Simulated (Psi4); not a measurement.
# triplet GeSiH5Cl at 4 levels

Wanted: a comparison of 4 runs (UHF/STO-3G, UHF/3-21G, UB3LYP/6-31G*, UTPSSh/def2-SVP) of triplet GeSiH5Cl. 

Program for the calculation: Psi4 1.11.

1 further run of the same task is left out (set aside as unsound or not needed). Runs told in other sessions of the task aren't counted.

## Step 1: The structure to begin with

GeSiH5Cl: 8 atoms, total charge 0, spin state triplet. As SMILES of the parent species, `[SiH3][GeH2][Cl]`. The shape is that of a PBE0-D4/def2-TZVP optimisation. That shape belongs to the parent species and isn't relaxed for this state.

Bond lengths: Si1–Ge2 2.380 Å, Ge2–Cl3 2.169 Å, Si1–H4 1.487 Å, Si1–H5 1.484 Å, Si1–H6 1.484 Å, Ge2–H7 1.537 Å, Ge2–H8 1.537 Å. Some angles: Si1–Ge2–Cl3 106.5°, Si1–Ge2–H7 114.0°, Si1–Ge2–H8 114.0°, Cl3–Ge2–H7 106.1°, Cl3–Ge2–H8 106.1°, Ge2–Si1–H4 109.5°, Ge2–Si1–H5 108.9°, Ge2–Si1–H6 108.9°, H7–Ge2–H8 109.6°, H4–Si1–H5 109.7°.

## Step 2: Energy and gradient at UHF/STO-3G (run 1)

run.py reads:

```python
import psi4

psi4.set_memory('2200 MB')
psi4.set_num_threads(1)
psi4.core.set_output_file('run.log', False)

m = psi4.geometry("""
0 3
Si    -0.863600     0.827300    -0.302500
Ge     0.738300    -0.882000     0.118400
Cl     1.963100    -0.183700     1.766200
H     -1.744900     0.416200    -1.427300
H     -0.149800     2.078700    -0.658900
H     -1.678500     1.035600     0.920200
H      1.703100    -1.135200    -1.051200
H      0.124600    -2.213900     0.579200
symmetry c1
no_reorient
no_com
""")

psi4.set_options({
    'reference': 'uhf',
    'puream': True,
    'e_convergence': 1e-09,
    'd_convergence': 1e-08,
    'scf_type': 'pk',
    'maxiter': 100,
})

E, wfn = psi4.gradient("hf/STO-3G", molecule=m, return_wfn=True)
psi4.oeprop(wfn, "WIBERG_LOWDIN_INDICES", "LOWDIN_CHARGES", "QUADRUPOLE", title="HF")
print('gradient / Eh bohr^-1')
print(E.np.round(6))
print(f'energy = {wfn.energy():.10f} Eh')
```

Run with:

```
$ python run.py
```

run.log:

```text
[...]
  Running in c1 symmetry.
[...]
  Nuclear repulsion =  338.365643184902012
[...]
  Multiplicity = 3
[...]
  Nalpha       = 35
  Nbeta        = 33
[...]
    Number of basis functions: 41
[...]
   @UHF iter   1: -2793.93256053165851   -3.42939e+00   1.65450e-02 DIIS/ADIIS
[...]
   @UHF iter  24: -2794.57574404431944   -2.27374e-12   6.08100e-09 DIIS
[...]
   @S^2 Observed:                2.008493017E+00
[...]
  @UHF Final Energy: -2794.57574404431944
   => Energetics <=
    Nuclear Repulsion Energy =            338.3656431849020123
    One-Electron Energy =               -4588.9437504390916729
    Two-Electron Energy =                1456.0023632098698272
    Total Energy =                      -2794.5757440443194355
  UHF NO Occupations:
  HONO-2 :   33  A 1.9983252
  HONO-1 :   34  A 1.0000000
  HONO-0 :   35  A 1.0000000
  LUNO+0 :   36  A 0.0016748
  LUNO+1 :   37  A 0.0014540
[...]
  -Total Gradient:
     Atom            X                  Y                   Z
    ------   -----------------  -----------------  -----------------
       1       -0.001065148878     0.004586991918     0.002042813111
       2        0.145064336784     0.100954267401     0.207244655249
       3       -0.144634332746    -0.081015381184    -0.193628006023
       4       -0.015074383786    -0.012742230051    -0.023018923929
       5        0.018191623196     0.025241658972    -0.007331069797
       6       -0.015751614579     0.002086756626     0.027721354112
       7        0.028833505202    -0.004379665643    -0.029451105026
       8       -0.015563985038    -0.034732397920     0.016420282296
[...]
```

Standard output:

```text
gradient / Eh bohr^-1
[[-0.001065  0.004587  0.002043]
 [ 0.145064  0.100954  0.207245]
 [-0.144634 -0.081015 -0.193628]
 [-0.015074 -0.012742 -0.023019]
 [ 0.018192  0.025242 -0.007331]
 [-0.015752  0.002087  0.027721]
 [ 0.028834 -0.00438  -0.029451]
 [-0.015564 -0.034732  0.01642 ]]
energy = -2794.5757440443 Eh
```

Run time: 2 s. Hardware: 1 thread of Intel Xeon 6975P-C (Granite Rapids), shared host; peak memory 0.2 GiB.

## Step 3: The energy at UHF/3-21G (run 2)

input.dat reads:

```
memory 2200 mb

molecule mol {
  0 3
  Si
  Ge 1 r2
  Cl 2 r3 1 a3
  H 1 r4 2 a4 3 d4
  H 1 r5 4 a5 2 d5
  H 1 r6 5 a6 4 d6
  H 2 r7 3 a7 1 d7
  H 2 r8 7 a8 3 d8

  r2 = 2.380115
  r3 = 2.168641
  a3 = 106.45352
  r4 = 1.486899
  a4 = 109.51976
  d4 = -179.98792
  r5 = 1.484093
  a5 = 109.66627
  d5 = 119.47902
  r6 = 1.484064
  a6 = 110.09646
  d6 = -120.75593
  r7 = 1.537177
  a7 = 106.06311
  d7 = 121.71892
  r8 = 1.53718
  a8 = 109.63006
  d8 = -114.10528
  symmetry c1
}

set reference uhf
set puream true
set e_convergence 1e-09
set d_convergence 1e-08
set scf_type pk
set maxiter 100

E, wfn = energy("scf/3-21G", return_wfn=True)
oeprop(wfn, "MULLIKEN_CHARGES", "WIBERG_LOWDIN_INDICES", "QUADRUPOLE", title="SCF")
```

Run with:

```
$ psi4 -n 1 input.dat output.dat
```

output.dat:

```text
[...]
  Running in c1 symmetry.
[...]
  Nuclear repulsion =  338.365620269073418
[...]
  Multiplicity = 3
[...]
  Nalpha       = 35
  Nbeta        = 33
[...]
    Number of basis functions: 58
[...]
   @UHF iter   1: -2812.23029109452409   -3.70533e+00   1.38904e-02 ADIIS/DIIS
[...]
   @UHF iter  21: -2812.71884382752069   -1.81899e-12   4.20191e-09 DIIS
[...]
   @S^2 Observed:                2.012711360E+00
[...]
  @UHF Final Energy: -2812.71884382752069
   => Energetics <=
    Nuclear Repulsion Energy =            338.3656202690734176
    One-Electron Energy =               -4593.5856830751054076
    Two-Electron Energy =                1442.5012189785111332
    Total Energy =                      -2812.7188438275206863
  UHF NO Occupations:
  HONO-2 :   33  A 1.9972245
  HONO-1 :   34  A 1.0000000
  HONO-0 :   35  A 1.0000000
  LUNO+0 :   36  A 0.0027755
  LUNO+1 :   37  A 0.0019537
[...]
 Multipole Moments:
 ------------------------------------------------------------------------------------
     Multipole            Electronic (a.u.)      Nuclear  (a.u.)        Total (a.u.)
 ------------------------------------------------------------------------------------
 L = 1.  Multiply by 2.5417464519 to convert [e a0] to [Debye]
 Dipole X            :          0.0009152           -0.0007666            0.0001486
 Dipole Y            :         -0.8181559            0.2711652           -0.5469907
 Dipole Z            :          9.5423452           -9.5707669           -0.0284217
 Magnitude           :                                                    0.5477286
 L = 2.  Multiply by 1.3450342976 to convert [e a0^2] to [Debye ang]
 Quadrupole XX       :        -59.3578345           21.8406240          -37.5172106
 Quadrupole XY       :          0.0018816           -0.0015946            0.0002870
[...]
```

Run time: 1.9 s. Hardware: 1 thread of Intel Xeon 6975P-C (Granite Rapids), shared host; peak memory 0.21 GiB.

Run 3 isn't shown in full; the table further down has it.

## Step 4: A single-point energy at UTPSSh/def2-SVP (run 4)

run.py reads:

```python
import psi4

psi4.set_memory(2200000000)
psi4.set_num_threads(1)
psi4.set_output_file('run.log', False)

molecule = psi4.geometry("""
0 3
Si    -0.863600     0.827300    -0.302500
Ge     0.738300    -0.882000     0.118400
Cl     1.963100    -0.183700     1.766200
H     -1.744900     0.416200    -1.427300
H     -0.149800     2.078700    -0.658900
H     -1.678500     1.035600     0.920200
H      1.703100    -1.135200    -1.051200
H      0.124600    -2.213900     0.579200
symmetry c1
""")

psi4.set_options({
    'basis': 'def2-SVP',
    'reference': 'uks',
    'puream': True,
    'e_convergence': 1e-09,
    'd_convergence': 1e-08,
    'scf_type': 'pk',
    'dft_radial_points': 99,
    'dft_spherical_points': 590,
    'maxiter': 100,
})

energy_value = psi4.energy('tpssh')
print(f'total energy {energy_value:.8f} hartree = {energy_value * 27.211386:.5f} eV')
```

Run with:

```
$ python run.py
```

run.log:

```text
[...]
  Running in c1 symmetry.
[...]
  Nuclear repulsion =  338.365643184902012
[...]
  Multiplicity = 3
[...]
  Nalpha       = 35
  Nbeta        = 33
[...]
    Number of basis functions: 93
[...]
   @UKS iter   1: -2827.39034161626614   -1.50619e+00   2.68035e-02 DIIS/ADIIS
[...]
   @UKS iter  17: -2829.04709338565954   -2.27374e-12   3.11737e-09 DIIS
[...]
   @S^2 Observed:                2.003196024E+00
[...]
  @UKS Final Energy: -2829.04709338565954
   => Energetics <=
    Nuclear Repulsion Energy =            338.3656431849020123
    One-Electron Energy =               -4607.7568478839475574
    Two-Electron Energy =                1557.6932697180568539
    DFT Exchange-Correlation Energy =    -117.3491584046708027
    Empirical Dispersion Energy =           0.0000000000000000
    VV10 Nonlocal Energy =                  0.0000000000000000
    Total Energy =                      -2829.0470933856595366
  UHF NO Occupations:
  HONO-2 :   33  A 1.9993811
  HONO-1 :   34  A 1.0000000
[...]
 Multipole Moments:
 ------------------------------------------------------------------------------------
     Multipole            Electronic (a.u.)      Nuclear  (a.u.)        Total (a.u.)
 ------------------------------------------------------------------------------------
 L = 1.  Multiply by 2.5417464519 to convert [e a0] to [Debye]
 Dipole X            :          6.2640535           -6.5467643           -0.2827109
 Dipole Y            :         -6.5288471            6.7251019            0.1962548
 Dipole Z            :          1.7498189           -1.8936689           -0.1438500
 Magnitude           :                                                    0.3730070
[...]
```

On the terminal:

```text
total energy -2829.04709339 hartree = -76982.29247 eV
```

It took 54 s on 1 thread of Intel Xeon 6975P-C (Granite Rapids), shared host; peak memory 1.1 GiB.

## Step 5: Overview of the runs

```
run                                level      task         integration grid   energy (Eh)  dipole moment (D)  HOMO energy (eV)   ⟨S²⟩  wall time
  1                           UHF/STO-3G  gradient                        –  -2794.575744               0.59             -1.33  2.008        2 s
  2                            UHF/3-21G    energy                        –  -2812.718844               1.39             -4.44  2.013      1.9 s
  3  UB3LYP/6-31G* (spherical functions)    energy  99 radial × 590 angular  -2829.286887               1.55             -2.43  2.003       18 s
  4                      UTPSSh/def2-SVP    energy  99 radial × 590 angular  -2829.047093               0.95             -2.15  2.003       54 s
```

## Step 6: Summary of results

| quantity | value |
| --- | --- |
| run 4: total energy | -2829.04709 Eh |
| run 4: dipole moment | 0.95 D |
| run 4: HOMO energy (highest over α and β) | -2.15 eV |
| run 4: ⟨S²⟩ | 2.003 |

The dipole moment (its size) runs from 0.59 D (UHF/STO-3G) to 1.55 D (UB3LYP/6-31G*). The two ends differ in method and basis. Totals of different functionals can't be ranked against each other. In run 1 the basis is minimal, so the values are rough. All runs together took 76 s, the longest 54 s.
